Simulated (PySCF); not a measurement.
# C₄H₃F₂O+: electronic excitations and core binding energies

Wanted: the electronic excitations and core binding energies of C₄H₃F₂O+ (`FC(F)O[c+]1cc1`), by calculation.

Computed with PySCF 2.14.0, with density-fitted response routines of our own, on a single molecule in the gas phase. Atoms count from 0, in the outputs and in this text.

### 1 The molecule as given

10 atoms, charge 1, multiplicity 1; geometry from: GFN2-xTB.

Bonds of the start (Å): F0–C1 1.32, C1–F2 1.32, C1–O3 1.44, O3–C4 1.26, C4–C5 1.39, C5–C6 1.36, C6–C4 1.40, C1–H7 1.10, C5–H8 1.07, C6–H9 1.07.

### 2 Excited states and response: PBE0/def2-SVPD

The job: settings as JSON, then the geometry in Å.

```
{"job": {"kind": "uv", "xc": "PBE0", "basis": "def2-SVPD", "nstates": 8, "ntriplets": 3}, "charge": 1, "multiplicity": 1}
F     -1.602623     0.633056    -0.952399
C     -1.700646     0.339280     0.334546
F     -1.361060     1.412213     1.031506
O     -0.756617    -0.704112     0.628850
C      0.466808    -0.497873     0.399284
C      1.784873    -0.953494     0.416972
C      1.525371     0.304883    -0.042680
H     -2.704608    -0.025121     0.599552
H      2.481013    -1.738166     0.638602
H      1.876371     1.233987    -0.447999
```

With the program's defaults for keys left out, this is: TDDFT PBE0/def2-SVPD, vertical, gas phase, core orbitals frozen in the response.

Run with:

```
> OMP_NUM_THREADS=1 python probes_run.py task.json out
```

The driver reads the jobs from task.json and runs them one after another.

The program printed:

```text
coarse grid: 9464 points
cycle   1  E = -427.8328980506  dE =  1.740e+00  |g| = 7.838e-01  |ddm| = 4.804e+00
cycle   2  E = -427.7526257995  dE =  8.027e-02  |g| = 1.082e+00  |ddm| = 1.635e+00
cycle   3  E = -427.9499226683  dE = -1.973e-01  |g| = 6.638e-02  |ddm| = 9.700e-01
cycle   4  E = -427.9505861954  dE = -6.635e-04  |g| = 2.059e-02  |ddm| = 1.015e-01
cycle   5  E = -427.9506616820  dE = -7.549e-05  |g| = 6.872e-03  |ddm| = 3.123e-02
cycle   6  E = -427.9506719037  dE = -1.022e-05  |g| = 2.855e-03  |ddm| = 1.412e-02
cycle   7  E = -427.9506737589  dE = -1.855e-06  |g| = 5.523e-04  |ddm| = 4.200e-03
final grid: 95368 points
cycle   8  E = -428.0152032569  dE = -2.172e-05  |g| = 8.781e-03  |ddm| = 6.583e-02
cycle   9  E = -428.0151857490  dE =  1.751e-05  |g| = 1.319e-02  |ddm| = 2.060e-02
cycle  10  E = -428.0152176640  dE = -3.192e-05  |g| = 1.275e-03  |ddm| = 1.155e-02
cycle  11  E = -428.0152179864  dE = -3.224e-07  |g| = 2.825e-04  |ddm| = 1.526e-03
cycle  12  E = -428.0152179993  dE = -1.294e-08  |g| = 7.052e-05  |ddm| = 3.526e-04
cycle  13  E = -428.0152180003  dE = -9.679e-10  |g| = 9.315e-06  |ddm| = 8.880e-05
converged SCF energy = -428.0152180003

Static polarisability (au): isotropic 42.830, principal 31.650 41.130 55.711

Singlet excitations
state   eV       nm        f      main configurations
  1   6.7028    185.0   0.00001   H->L 0.95
  2   7.1783    172.7   0.00002   H->L+1 0.95
  3   7.7931    159.1   0.00005   H-2->L 0.73, H-5->L 0.21
  4   7.9265    156.4   0.04852   H-1->L 0.95
  5   8.5062    145.8   0.00140   H-2->L+1 0.87
  6   8.5767    144.6   0.00007   H-5->L 0.58, H-2->L 0.23, H-6->L 0.09
  7   8.5894    144.3   0.25076   H-1->L+1 0.94
  8   8.8362    140.3   0.01119   H-3->L 0.98

Triplet excitations (Tamm-Dancoff, eV): 5.7693 6.2075 6.6956
```

It took 18 s on 1 thread of Arm Neoverse V1, shared host; peak memory 0.7 GiB.

Frontier orbitals and where they lie:

```csv
orbital,eV,atoms
HOMO−3,-17.19,"F2 44 %, F0 44 %"
HOMO−2,-16.45,"F0 26 %, F2 26 %, C1 17 %"
HOMO−1,-16.18,"O3 35 %, C6 18 %, C5 18 %"
HOMO,-15.94,"O3 29 %, C4 19 %, C6 15 %"
LUMO,-7.39,"C6 42 %, C5 41 %, C4 8 %"
LUMO+1,-6.55,"C4 42 %, O3 19 %, C5 16 %"
LUMO+2,-3.75,"C4 26 %, C5 23 %, C6 17 %"
```

With each of the 8 states as a Gaussian band of 0.4 eV half-width at 1/e, the curve within the window shown has maxima at 145 nm (ε 11,000) L/(mol cm). Beyond the last state computed it falls off for lack of states. The curve at chosen wavelengths:

(nm, ε (L/mol/cm)): (136, 1830), (139, 5185), (141, 7958), (144, 10552), (147, 9600), (149, 7658), (152, 4833), (155, 3177), (157, 2549), (160, 1810), (163, 1124), (165, 737), (168, 334), (171, 127), (174, 41), (176, 18), (179, 5), (182, 2), (184, 1), (187, 1), (190, 0), (192, 0), (195, 0), (198, 0), (200, 0), (203, 0)

Ground-state properties from the same run:

```csv
property,computed
polarisability (Å³),6.35
HOMO–LUMO gap (eV),8.56
−ε(HOMO) (eV),15.94
```

### 3 X-ray photoelectron lines: SCAN, X2C

Settings changed since step 2:

```diff
@@ -1,2 +1,2 @@
-{"job": {"kind": "uv", "xc": "PBE0", "basis": "def2-SVPD", "nstates": 8, "ntriplets": 3}, "charge": 1, "multiplicity": 1}
+{"job": {"kind": "xps"}, "charge": 1, "multiplicity": 1}
 F     -1.602623     0.633056    -0.952399
```

With the program's defaults for keys left out, this is: delta-SCF UKS SCAN, pcX-2 on the ionised atom, pcseg-1 elsewhere, spin-free X2C.

The program printed:

```text
ground state, core basis on atom 0 (F), 144 functions
  cycle   1  E = -428.75405594  |g| = 8.09e-01
  cycle   2  E = -428.56422335  |g| = 1.38e+00
  cycle   3  E = -428.86050367  |g| = 8.08e-02
  cycle   4  E = -428.86110063  |g| = 5.06e-02
  cycle   5  E = -428.86146374  |g| = 1.61e-02
  cycle   6  E = -428.86150180  |g| = 6.10e-03
  cycle   7  E = -428.86150796  |g| = 2.30e-03
  cycle   8  E = -428.86150955  |g| = 9.08e-04
  cycle   9  E = -428.86150955  |g| = 9.24e-05
  E(ground) = -428.86845358 Eh
hole in F 1s of atom 0
  cycle   1  E = -402.28341486  |g| = 2.58e+00
  cycle   2  E = -402.06175644  |g| = 2.23e+00
  cycle   3  E = -403.05174923  |g| = 5.82e-01
  cycle   4  E = -403.09962108  |g| = 4.39e-01
  cycle   5  E = -403.16260113  |g| = 4.63e-02
  cycle   6  E = -403.16298554  |g| = 3.22e-02
  cycle   7  E = -403.16336558  |g| = 7.03e-03
  cycle   8  E = -403.16337924  |g| = 3.68e-03
  cycle   9  E = -403.16338413  |g| = 1.40e-03
  cycle  10  E = -403.16338501  |g| = 4.36e-04
  E(ion) = -403.17668102 Eh   <S^2> = 0.7570   hole on atom = 1.000   binding energy = 699.109 eV
ground state, core basis on atom 1 (C), 144 functions
  cycle   1  E = -428.82664545  |g| = 1.14e-01
  cycle   2  E = -428.82362877  |g| = 1.69e-01
  cycle   3  E = -428.82802222  |g| = 2.10e-02
  cycle   4  E = -428.82804415  |g| = 1.68e-02
  cycle   5  E = -428.82810096  |g| = 1.91e-03
  cycle   6  E = -428.82810127  |g| = 7.23e-04
  cycle   7  E = -428.82810024  |g| = 1.20e-04
  E(ground) = -428.83192446 Eh
hole in C 1s of atom 1
  cycle   1  E = -417.15670623  |g| = 1.49e+00
  cycle   2  E = -414.02392499  |g| = 3.01e+00
  cycle   3  E = -417.53721237  |g| = 5.36e-01
  cycle   4  E = -417.58814801  |g| = 4.73e-01
  cycle   5  E = -417.67162571  |g| = 1.85e-01
  cycle   6  E = -417.68431905  |g| = 6.20e-02
  cycle   7  E = -417.68578788  |g| = 2.07e-02
  cycle   8  E = -417.68595699  |g| = 6.05e-03
  cycle   9  E = -417.68597644  |g| = 4.05e-03
  cycle  10  E = -417.68598697  |g| = 1.79e-03
  cycle  11  E = -417.68598963  |g| = 4.44e-04
  E(ion) = -417.69116406 Eh   <S^2> = 0.7772   hole on atom = 1.000   binding energy = 303.156 eV
ground state, core basis on atom 3 (O), 144 functions
  cycle   1  E = -428.84720279  |g| = 1.01e-01
  cycle   2  E = -428.84602098  |g| = 9.17e-02
  cycle   3  E = -428.84673887  |g| = 6.67e-02
  cycle   4  E = -428.84757267  |g| = 5.07e-03
  cycle   5  E = -428.84757893  |g| = 1.57e-03
  cycle   6  E = -428.84757873  |g| = 5.30e-04
  cycle   7  E = -428.84758055  |g| = 8.17e-05
  E(ground) = -428.85114592 Eh
hole in O 1s of atom 3
  cycle   1  E = -407.92668574  |g| = 2.23e+00
  cycle   2  E = -406.68610025  |g| = 2.63e+00
  cycle   3  E = -408.41716477  |g| = 8.50e-01
  cycle   4  E = -408.62841965  |g| = 5.23e-01
  cycle   5  E = -408.74388456  |g| = 8.40e-02
  cycle   6  E = -408.74584586  |g| = 3.64e-02
  cycle   7  E = -408.74635149  |g| = 1.36e-02
  cycle   8  E = -408.74642073  |g| = 3.56e-03
  cycle   9  E = -408.74642584  |g| = 6.30e-04
  cycle  10  E = -408.74642593  |g| = 2.74e-04
  E(ion) = -408.75124360 Eh   <S^2> = 0.7629   hole on atom = 1.000   binding energy = 546.946 eV
ground state, core basis on atom 4 (C), 144 functions
  cycle   1  E = -428.82407225  |g| = 1.09e-01
  cycle   2  E = -428.81901872  |g| = 1.88e-01
  cycle   3  E = -428.82551651  |g| = 2.37e-02
  cycle   4  E = -428.82558578  |g| = 1.57e-02
  cycle   5  E = -428.82563593  |g| = 1.10e-03
  cycle   6  E = -428.82563600  |g| = 4.53e-04
  E(ground) = -428.83094669 Eh
hole in C 1s of atom 4
  cycle   1  E = -417.20463318  |g| = 1.51e+00
  cycle   2  E = -414.32247787  |g| = 2.68e+00
  cycle   3  E = -417.46592308  |g| = 8.77e-01
  cycle   4  E = -417.70465263  |g| = 3.77e-01
  cycle   5  E = -417.73940852  |g| = 2.18e-01
  cycle   6  E = -417.74532032  |g| = 1.60e-01
  cycle   7  E = -417.75706944  |g| = 2.81e-02
  cycle   8  E = -417.75745099  |g| = 7.94e-03
  cycle   9  E = -417.75748403  |g| = 4.70e-03
  cycle  10  E = -417.75750074  |g| = 2.12e-03
  cycle  11  E = -417.75750463  |g| = 1.39e-03
  cycle  12  E = -417.75750659  |g| = 4.14e-04
  E(ion) = -417.76225131 Eh   <S^2> = 0.7840   hole on atom = 1.000   binding energy = 301.195 eV
ground state, core basis on atom 5 (C), 144 functions
  cycle   1  E = -428.82125348  |g| = 5.96e-02
  cycle   2  E = -428.82112954  |g| = 3.20e-02
  cycle   3  E = -428.82110709  |g| = 3.30e-02
  cycle   4  E = -428.82135075  |g| = 4.12e-03
  cycle   5  E = -428.82135274  |g| = 1.23e-03
  cycle   6  E = -428.82135706  |g| = 3.15e-04
  E(ground) = -428.82715158 Eh
hole in C 1s of atom 5
  cycle   1  E = -417.25992562  |g| = 1.50e+00
  cycle   2  E = -414.61029276  |g| = 2.45e+00
  cycle   3  E = -417.55400938  |g| = 7.48e-01
  cycle   4  E = -417.77115028  |g| = 3.50e-01
  cycle   5  E = -417.80176013  |g| = 2.26e-01
  cycle   6  E = -417.82015651  |g| = 7.89e-02
  cycle   7  E = -417.82234351  |g| = 2.85e-02
  cycle   8  E = -417.82268995  |g| = 7.63e-03
  cycle   9  E = -417.82275736  |g| = 3.92e-03
  cycle  10  E = -417.82278051  |g| = 3.12e-03
  cycle  11  E = -417.82279580  |g| = 1.47e-03
  cycle  12  E = -417.82279920  |g| = 1.09e-03
  cycle  13  E = -417.82279902  |g| = 3.27e-04
  E(ion) = -417.82810854 Eh   <S^2> = 0.8127   hole on atom = 1.000   binding energy = 299.299 eV
```

Wall time 33 s (1 thread of Arm Neoverse V1, shared host); peak memory 0.45 GiB.

Binding energies by hole, beside the orbital energy of the ground state; the difference holds orbital relaxation and, for a density functional, its self-interaction error:

```csv
hole,stands for,ΔSCF (eV),−ε (eV),⟨S²⟩
F1s on F0,"F0, F2",699.11,672.8,0.757
C1s on C1,C1,303.16,285.2,0.777
O1s on O3,O3,546.95,525.3,0.763
C1s on C4,C4,301.19,283.9,0.784
C1s on C5,"C5, C6",299.30,282.2,0.813
```

Each hole run stands for the others of its class of like atoms.

### 4 Outcome

| quantity | value |
| --- | --- |
| lowest singlet (PBE0/def2-SVPD) | 6.70 eV (185 nm), f = 0.000 |
| brightest single state of those computed | state 7, 8.59 eV, f = 0.251 |
| lowest triplet | 5.77 eV |
| C1s binding energies, SCAN/pcX-2 | C1 303.16, C4 301.19, C5 299.30 eV |
| F1s binding energies, SCAN/pcX-2 | F0 699.11 eV |
| O1s binding energies, SCAN/pcX-2 | O3 546.95 eV |

In words: The first singlet state (HOMO→LUMO 0.95) lies at 6.70 eV and is dark; of the 8 states computed, the strongest absorption comes from state 7 at 8.59 eV. The lowest triplet lies 0.93 eV below the lowest singlet (triplets in Tamm-Dancoff, singlets in full TDDFT). The C1s levels kept as sound span 3.86 eV, from C5 up to C1.
